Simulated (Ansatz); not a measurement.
# C₂H₈AlClO: a ladder of functionals and wavefunction methods

How much do the methods differ for C₂H₈AlClO? The plan is to run it at one geometry with functionals of several rungs and with coupled cluster, and see how far each lands from CCSD(T) at the basis-set limit for the atomisation energy.

Program: Ansatz 0.2.0, Gaussian basis. Level of theory: functionals in def2-TZVPP, the program's frozen cores in correlated methods. These are calculated values, not measurements.

Plan: LDA (SPW92), PBE-D4, revPBE-D4, BLYP-D4, r2SCAN-D4, B97M-V, PBE0-D4, B3LYP-D4, r2SCANh-D4, r2SCAN0-D4, HSE06-D4, BHLYP-D4, CAM-B3LYP-D4, LC-ωPBE, ωB97X-V, ωB97M-V, B2PLYP, PBE-QIDH; CCSD(T)/def2-SVP; CCSD(T)/def2-TZVPP; MP2/def2-QZVPP; extrapolation to the limit; RPA on PBE.

## (1) The relaxed structure

The geometry comes from an earlier relaxation with PBE0-D4 in a triple-zeta def2 set; it is a stationary point, not always the lowest conformer.

SMILES `[CH3][Al-]([CH3])([OH2+])[Cl]`, 13 atoms, charge 0, spin multiplicity 1.

Atoms are counted from 1 here; the program's logs count them from 0.

Bond lengths: C1–Al2 1.948 Å, C1–H6 1.095 Å, C1–H7 1.094 Å, C1–H8 1.095 Å, Al2–C3 1.958 Å, Al2–O4 2.017 Å, Al2–Cl5 2.172 Å, C3–H9 1.095 Å, C3–H10 1.096 Å, C3–H11 1.095 Å, O4–H12 0.964 Å, O4–H13 0.969 Å. Angles: Al2–C1–H6 111.9°, Al2–C1–H7 111.9°, Al2–C1–H8 111.0°, H6–C1–H7 107.7°, H6–C1–H8 107.0°, H7–C1–H8 107.0°, C1–Al2–C3 123.3°, C1–Al2–O4 105.0°, C1–Al2–Cl5 114.5°, C3–Al2–O4 100.3°, C3–Al2–Cl5 114.8°, O4–Al2–Cl5 90.9°, Al2–C3–H9 113.0°, Al2–C3–H10 112.4°, Al2–C3–H11 110.4°, H9–C3–H10 108.0°, H9–C3–H11 106.4°, H10–C3–H11 106.3° and more.

## (2) LDA

This LDA is Slater exchange with PW92 correlation.

File in.yaml:

```yaml
crystal:
  periodic: [false, false, false]
  atoms:
    - {symbol: C, position_ang: [-1.802931, 0.041339, -0.753430]}
    - {symbol: Al, position_ang: [0.110226, 0.121370, -0.393217]}
    - {symbol: C, position_ang: [1.129097, -1.377709, 0.347781]}
    - {symbol: O, position_ang: [0.304230, 1.462956, 1.100235]}
    - {symbol: Cl, position_ang: [1.228875, 1.407495, -1.740057]}
    - {symbol: H, position_ang: [-2.358858, -0.389184, 0.085716]}
    - {symbol: H, position_ang: [-2.221926, 1.030715, -0.958276]}
    - {symbol: H, position_ang: [-2.011874, -0.581398, -1.629257]}
    - {symbol: H, position_ang: [2.163664, -1.113202, 0.589796]}
    - {symbol: H, position_ang: [0.666046, -1.791859, 1.250676]}
    - {symbol: H, position_ang: [1.181618, -2.198779, -0.374698]}
    - {symbol: H, position_ang: [0.871743, 1.147492, 1.813151]}
    - {symbol: H, position_ang: [0.760487, 2.205967, 0.676378]}
basis:
  gaussian: {orbitals: def2-TZVPP}
hamiltonian: {xc: lda}
output: {orbitals: {seedname: orbitals}}
```

Launch:

```
ansatz run in.yaml --threads 4 --pin off --events-out ev --progress --plain --max-ram 10444MiB
```

After this run come: PBE-D4 (GGA); revPBE-D4 (GGA); BLYP-D4 (GGA); r2SCAN-D4 (meta-GGA); B97M-V (meta-GGA); PBE0-D4 (hybrid); B3LYP-D4 (hybrid); r2SCANh-D4 (hybrid); r2SCAN0-D4 (hybrid); HSE06-D4 (hybrid); BHLYP-D4 (hybrid); CAM-B3LYP-D4 (range-separated); LC-ωPBE (range-separated); ωB97X-V (range-separated); ωB97M-V (range-separated); B2PLYP (double hybrid); PBE-QIDH (double hybrid); CCSD(T) in def2-SVP; CCSD(T) in def2-TZVPP; MP2 in def2-QZVPP; RPA on PBE orbitals.

Before running them: what should the planned runs give, taken together? Wanted: atomisation energy, CCSD(T)/CBS; farthest beyond LDA; mean size of error, GGA; mean size of error, meta-GGA; mean size of error, hybrid; mean size of error, range-separated; mean size of error, double hybrid; gap, smallest and largest; T1 diagnostic.

The runs gave:

| quantity | value |
| --- | --- |
| atomisation energy, CCSD(T)/CBS | 48.396 eV |
| functionals within 0.242 eV (0.5 %) | PBE-D4, r2SCAN-D4, B97M-V, r2SCANh-D4, CAM-B3LYP-D4, ωB97X-V, ωB97M-V |
| farthest beyond LDA | BHLYP-D4 (-1.368 eV) |
| mean size of error, GGA | 0.568 eV |
| mean size of error, meta-GGA | 0.006 eV |
| mean size of error, hybrid | 0.523 eV |
| mean size of error, range-separated | 0.186 eV |
| mean size of error, double hybrid | 0.625 eV |
| gap, smallest and largest | 4.63 eV (BLYP-D4), 11.87 eV (LC-ωPBE) |
| T1 diagnostic | 0.0087 |
| triples share of the correlation energy | 3.5 % |

What this shows: The LDA atomisation energy is off by 5.804 eV (12 %): it overbinds. PBE-D4 is off by +0.181 eV. Double hybrids carry the basis error of their MP2 part in triple zeta, and no dispersion term here, so their miss is partly the set-up's. The rungs meta-GGA, range-separated miss on average by less than the doubt on the reference (0.242 eV), so they tie. Misses under about 0.242 eV are within the doubt on the reference itself, which lacks core-valence correlation, relativity and higher excitations. Hartree-Fock recovers 75 % of the binding; the rest is correlation. CCSD(T) in def2-SVP is off by -2.547 eV, more than most functionals: a good method in a small basis is no reference. Orbital gaps span 4.6 to 11.9 eV; exact exchange widens them.
